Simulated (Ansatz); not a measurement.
CoSi2, space group Fm-3m: a fixed-spin-moment curve, run with Ansatz 0.2.0, Python API.

Input file `cosi2.vasp`:
```text
CoSi2
1.0
   0.00000000    2.67800000    2.67800000
   2.67800000    0.00000000    2.67800000
   2.67800000    2.67800000    0.00000000
Co Si
1 2
Direct
   0.00000000    0.00000000    0.00000000
   0.25000000    0.25000000    0.25000000
   0.75000000    0.75000000    0.75000000
```

The script, `run_fsm.py`:
```python
import warnings

import ansatz as az
from ase.io import read
from tabulate import tabulate

warnings.simplefilter("ignore", az.DeckWarning)

atoms = read("cosi2.vasp", format="vasp")
system = az.Crystal.from_ase(atoms)

calculation = (
    system.calculation()
    .kpoints(11, 11, 11)
    .occupations(az.OccupationsMethod.FERMI_DIRAC, width=0.05)
)
rows = []
for total in [0.0, 0.5, 1.0, 1.5, 2.0, 2.5, 3.0]:
    summary = calculation.spin("collinear", total=total, lock="hard").run(threads=1, pin="off").report
    up, down = summary["spin_fermi_energies_ev"]
    rows.append((total, summary["free_energy_ev"], up - down, summary["absolute_magnetization_mub"]))
reference = rows[0][1]
rows = [(m, 1000 * (e - reference), split, size) for m, e, split, size in rows]
print(tabulate(rows, headers=["total muB", "F - F(0) meV", "EF up - down eV", "absolute muB"], floatfmt=".4f", tablefmt="plain"))
best = min(rows, key=lambda row: row[1])
print(f"lowest at {best[0]} muB per cell, {best[1]:.1f} meV against the first point")
```

At which total moment is the energy lowest, and how steeply does it rise?

The lowest point lies at 0 μB a cell, the first of the scan; at 3 μB the energy is 3146 meV above the lowest.

What the script printed:

```console
$ python run_fsm.py
RunWarning: this spin-polarised run has no starting moment large enough to seed its density, and nothing else in its deck makes the two spin channels differ, so an SCF from that start keeps the magnetisation at zero until it first converges, unless a state [...]
  total muB    F - F(0) meV    EF up - down eV    absolute muB
     0.0000          0.0000             0.0000          0.0000
     0.5000        101.0795             0.8274          0.5002
     1.0000        456.3807             1.8933          1.0003
     1.5000        984.6963             2.2945          1.5000
     2.0000       1602.2157             2.6524          2.0000
     2.5000       2308.4506             3.0137          2.5000
     3.0000       3146.1657             3.6729          3.0000
lowest at 0.0 muB per cell, 0.0 meV against the first point
```
(Warnings from the package without file and line, shortened.)

Of the deposited cell: the entry's cell lengths or inner coordinates differ somewhat from later room-temperature determinations. No functional is typed, so the default, PBE, holds. The starting cell is as deposited in a crystallographic database; the results hold for this polymorph, which needn't be the stable one. Only points where the Fermi levels of the two spins meet (minima, maxima and zero moment) are free solutions; a shallow minimum can lie between the points. The script silences the warnings on its input, which a real study should read. Run time: 84 s on 1 thread of Arm Neoverse N1, with other jobs on the host, peak memory 0.5 GiB.
